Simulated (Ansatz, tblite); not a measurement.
# Ga9N10 wurtzite ring sphere (Ga9N10H26+): spin states and exact exchange

Is the singlet the ground state of Ga9N10 wurtzite ring sphere (Ga9N10H26+)? Other spin states are computed and compared level by level.

Computed with Ansatz 0.2.0, Gaussian basis. Level: as each input shows.

The runs, in order: triplet, at the geometry of the singlet (GFN1-xTB, GFN2-xTB, PBE0-D4/def2-TZVP, PBE-D4/def2-TZVP); the singlet's energies come from earlier runs.

### 1 The geometry

The singlet was relaxed beforehand with r2SCAN-D4/def2-SVP.

45 atoms, charge 1, spin multiplicity 1.

Bond lengths: N1–Ga2 2.078 Å, N1–Ga5 1.940 Å, N1–H20 1.024 Å, N1–H21 1.024 Å, Ga2–N7 2.016 Å, Ga2–H22 1.559 Å, Ga2–H23 1.562 Å, N3–Ga4 2.034 Å, N3–Ga5 1.970 Å, N3–H24 1.025 Å, N3–H25 1.027 Å, Ga4–N9 2.034 Å, Ga4–H26 1.568 Å, Ga4–H27 1.555 Å, Ga5–N6 1.929 Å, Ga5–N14 1.913 Å, N6–Ga8 2.011 Å, N6–Ga10 1.929 Å and more. Angles: Ga2–N1–Ga5 112.9°, Ga2–N1–H20 107.4°, Ga2–N1–H21 106.3°, Ga5–N1–H20 112.1°, Ga5–N1–H21 112.5°, H20–N1–H21 105.1°, N1–Ga2–N7 99.1°, N1–Ga2–H22 104.6°, N1–Ga2–H23 103.3°, N7–Ga2–H22 109.3°, N7–Ga2–H23 108.5°, H22–Ga2–H23 127.9°, Ga4–N3–Ga5 115.1°, Ga4–N3–H24 107.3°, Ga4–N3–H25 108.0°, Ga5–N3–H24 111.5°, Ga5–N3–H25 109.4°, H24–N3–H25 104.9° and more.

The ion is computed in the gas phase, without counter-ions or solvent.

### 2 Triplet at the fixed geometry, GFN1-xTB

Tight binding, by tblite at 300 K electronic temperature and without a spin-polarisation term:

```python
tblite.interface.Calculator('GFN1-xTB', numbers, positions, charge=1, uhf=2).singlepoint()
```

Energy -1568.7887 eV; 0.3 s.

### 3 Triplet at the fixed geometry, GFN2-xTB

Tight binding, by tblite at 300 K electronic temperature and without a spin-polarisation term:

```python
tblite.interface.Calculator('GFN2-xTB', numbers, positions, charge=1, uhf=2).singlepoint()
```

Energy -1444.6143 eV; 0.33 s.

### 4 Triplet at the fixed geometry, PBE0-D4/def2-TZVP

Contents of in.yaml:

```yaml
crystal:
  periodic: [false, false, false]
  atoms:
    - {symbol: N, position_ang: [0.459153, -3.342704, -0.296085]}
    - {symbol: Ga, position_ang: [0.550192, -3.487656, 1.774512]}
    - {symbol: N, position_ang: [0.517566, -1.461345, -2.897235]}
    - {symbol: Ga, position_ang: [-1.177057, -0.679558, -3.706621]}
    - {symbol: Ga, position_ang: [0.557363, -1.511354, -0.928595]}
    - {symbol: N, position_ang: [-0.991610, -0.571757, -0.265072]}
    - {symbol: N, position_ang: [0.560324, -1.524642, 2.231429]}
    - {symbol: Ga, position_ang: [-1.126326, -0.649375, 1.739413]}
    - {symbol: N, position_ang: [-1.005927, 1.179044, -2.897629]}
    - {symbol: Ga, position_ang: [-1.028731, 1.239350, -0.929052]}
    - {symbol: N, position_ang: [-2.662576, 2.072728, -0.296800]}
    - {symbol: N, position_ang: [-1.039247, 1.248955, 2.231070]}
    - {symbol: Ga, position_ang: [-2.743678, 2.222678, 1.773853]}
    - {symbol: N, position_ang: [2.092979, -0.586355, -0.260883]}
    - {symbol: Ga, position_ang: [2.245440, -0.700706, 1.707389]}
    - {symbol: Ga, position_ang: [2.220323, 1.280074, -0.995291]}
    - {symbol: N, position_ang: [0.541033, 2.105036, -0.261341]}
    - {symbol: N, position_ang: [2.086606, 1.203724, 2.293173]}
    - {symbol: Ga, position_ang: [0.517877, 2.294783, 1.706851]}
    - {symbol: H, position_ang: [-0.401549, -3.809270, -0.597848]}
    - {symbol: H, position_ang: [1.220219, -3.924050, -0.659460]}
    - {symbol: H, position_ang: [-0.820226, -4.106039, 2.185964]}
    - {symbol: H, position_ang: [1.978569, -4.065086, 2.032625]}
    - {symbol: H, position_ang: [0.644750, -2.395581, -3.299178]}
    - {symbol: H, position_ang: [1.315976, -0.913987, -3.241163]}
    - {symbol: H, position_ang: [-2.363212, -1.364025, -2.942961]}
    - {symbol: H, position_ang: [-0.981638, -0.566985, -5.244760]}
    - {symbol: H, position_ang: [-1.825101, -1.052386, -0.624677]}
    - {symbol: H, position_ang: [0.558135, -1.563345, 3.259858]}
    - {symbol: H, position_ang: [-2.415059, -1.392658, 2.190562]}
    - {symbol: H, position_ang: [-1.751625, 1.756204, -3.299353]}
    - {symbol: H, position_ang: [-0.132923, 1.596668, -3.242236]}
    - {symbol: H, position_ang: [-3.497898, 1.562554, -0.599302]}
    - {symbol: H, position_ang: [-2.783294, 3.022962, -0.659728]}
    - {symbol: H, position_ang: [-1.073808, 1.266720, 3.259495]}
    - {symbol: H, position_ang: [-3.964954, 1.345037, 2.183747]}
    - {symbol: H, position_ang: [-2.529320, 3.748102, 2.033481]}
    - {symbol: H, position_ang: [2.940755, -1.042050, -0.620512]}
    - {symbol: H, position_ang: [3.571582, -1.339454, 2.206325]}
    - {symbol: H, position_ang: [1.998332, 1.151690, -2.562572]}
    - {symbol: H, position_ang: [3.469182, 2.000270, -0.390037]}
    - {symbol: H, position_ang: [0.571433, 3.066924, -0.621278]}
    - {symbol: H, position_ang: [2.127985, 1.227740, 3.318048]}
    - {symbol: H, position_ang: [2.941074, 1.696417, 2.006488]}
    - {symbol: H, position_ang: [0.628910, 3.762699, 2.205391]}
basis:
  gaussian: {orbitals: def2-TZVP, fitting: {mean_field: def2-universal-jkfit}}
total_charge: 1
magnetization: {spin_polarized: true, initial_magnetization: 2}
hamiltonian: {xc: pbe0, dispersion: d4}
scf: {omitted_lower_state_checks: [starts]}
output: {orbitals: {seedname: orbitals}}
```

The run is started by

```
$ ansatz run in.yaml --threads 5 --pin off --events-out ev --progress --plain --max-ram 66560MiB --backend cuda --devices 0, --max-vram 37GiB
```

The program printed:

```text
Functional definition: PBE0
  name "PBE0"
  cite "Adamo & Barone, J. Chem. Phys. 110, 6158 (1999) doi:10.1063/1.478522"
  cite "Perdew, Burke & Ernzerhof, Phys. Rev. Lett. 77, 3865 (1996) doi:10.1103/PhysRevLett.77.3865"
  parent pbe
  parameter a = 0.25
  parameter kappa = 0.804
  parameter beta = 0.06672455060314922
  exchange = (1 - a)*pbe_x(kappa = kappa, mu = beta*pi^2/3) + a*exact_x
  correlation = pbe_c(beta = beta)
these checks for a lower state are left out or cut short: starts
3632 factors; integrals over basis functions are off by at most 5.8e-1 eV
mean field evaluation 1: about -486583.3751 eV, gradient 1.4e2 eV
mean field evaluation 2: about -486132.1517 eV, gradient 3.0e2 eV
mean field evaluation 4: about -486645.9170 eV, gradient 4.6e1 eV
mean field evaluation 8: about -486656.7960 eV, gradient 1.0e1 eV
mean field evaluation 16: about -486658.0125 eV, gradient 5.0e-1 eV
mean field evaluation 32: about -486658.0999 eV, gradient 3.6e-3 eV
mean field -486658.09991248 eV, -17884.3553030758 hartree, gradient 4.5e-6 eV, S^2 2.005144; 0 other end points of the search recorded, 0 dependent functions left out
reference -486658.09998606 eV, -17884.3553057797 hartree; 188, 186 occupied and 710, 712 virtual orbitals, 3632 factors
Total energy: -486660.76671972 eV, -17884.4533064344 hartree
Checks for a lower state left out: starts
```

Run time: 64 s. Hardware: 1 × H100 (card shared with other runs) with 5 threads of AMD EPYC 7R13, shared host; peak host memory 1.6 GiB.

HOMO -4.73 eV, LUMO -9.90 eV (over both spins; with the spin held, an empty level of the minority spin lies below the top filled one); ⟨S²⟩ 2.005 (pure: 2.00).

### 5 Triplet at the fixed geometry, PBE-D4/def2-TZVP

start.molden holds the orbitals of an earlier run on this state, given as this run's starting guess.

Changes to in.yaml since step 4:

```diff
@@ -49,6 +49,6 @@
 basis:
-  gaussian: {orbitals: def2-TZVP, fitting: {mean_field: def2-universal-jkfit}}
+  gaussian: {orbitals: def2-TZVP, fitting: {mean_field: def2-universal-jkfit}, initial_orbitals: start.molden}
 total_charge: 1
 magnetization: {spin_polarized: true, initial_magnetization: 2}
-hamiltonian: {xc: pbe0, dispersion: d4}
+hamiltonian: {xc: pbe, dispersion: d4}
 scf: {omitted_lower_state_checks: [starts]}
```

Launched as before.

The program printed:

```text
Functional definition: PBE
  name "PBE"
  cite "Perdew, Burke & Ernzerhof, Phys. Rev. Lett. 77, 3865 (1996) doi:10.1103/PhysRevLett.77.3865"
  parent pbe
  parameter kappa = 0.804
  parameter beta = 0.06672455060314922
  exchange = pbe_x(kappa = kappa, mu = beta*pi^2/3)
  correlation = pbe_c(beta = beta)
these checks for a lower state are left out or cut short: starts
3632 factors; integrals over basis functions are off by at most 5.8e-1 eV
mean field evaluation 1: about -486646.7087 eV, gradient 1.9e1 eV
mean field evaluation 2: about -486647.4981 eV, gradient 8.7e-1 eV
mean field evaluation 4: about -486647.5802 eV, gradient 1.4e-1 eV
mean field evaluation 8: about -486647.5886 eV, gradient 2.0e-2 eV
mean field evaluation 16: about -486647.5886 eV, gradient 3.4e-3 eV
mean field -486647.58857319 eV, -17883.9690184817 hartree, gradient 2.5e-6 eV, S^2 2.001356; 0 other end points of the search recorded, 0 dependent functions left out
reference -486647.58867261 eV, -17883.9690221356 hartree; 188, 186 occupied and 710, 712 virtual orbitals, 3632 factors
Total energy: -486650.58391388 eV, -17884.0790952219 hartree
Checks for a lower state left out: starts
```

Run time: 33 s. Hardware: 1 × H100 (card shared with other runs) with 5 threads of AMD EPYC 7R13, shared host; peak host memory 1.6 GiB.

From the report: HOMO -4.50 eV, LUMO -9.73 eV (over both spins; with the spin held, an empty level of the minority spin lies below the top filled one); ⟨S²⟩ 2.001 (pure: 2.00).

### 6 Triplet less singlet, vertical

The singlet's energies are those of its earlier runs, whose logs aren't repeated here.

```csv
level,"triplet less singlet, vertical (kJ/mol)",time
GFN1-xTB,+498.4,0.5 s
GFN2-xTB,+443.3,0.49 s
PBE-D4/def2-TZVP,+496.1,50 s
PBE0-D4/def2-TZVP,+598.0,87 s
```

Times add the two runs; a level without a time comes out of a correlated run. Tight binding without a spin term can't rank spin states.

### 7 Summary of results

| quantity | value |
| --- | --- |
| triplet less singlet, vertical, functionals in def2-TZVP | +496.1 (PBE-D4) to +598.0 kJ/mol (PBE0-D4) |

All functionals put the triplet above the singlet, over a spread of 101.9 kJ/mol. The checks for a lower triplet were left out, so another state of that spin may lie lower. These are electronic energies, without zero-point motion, entropy or surroundings.
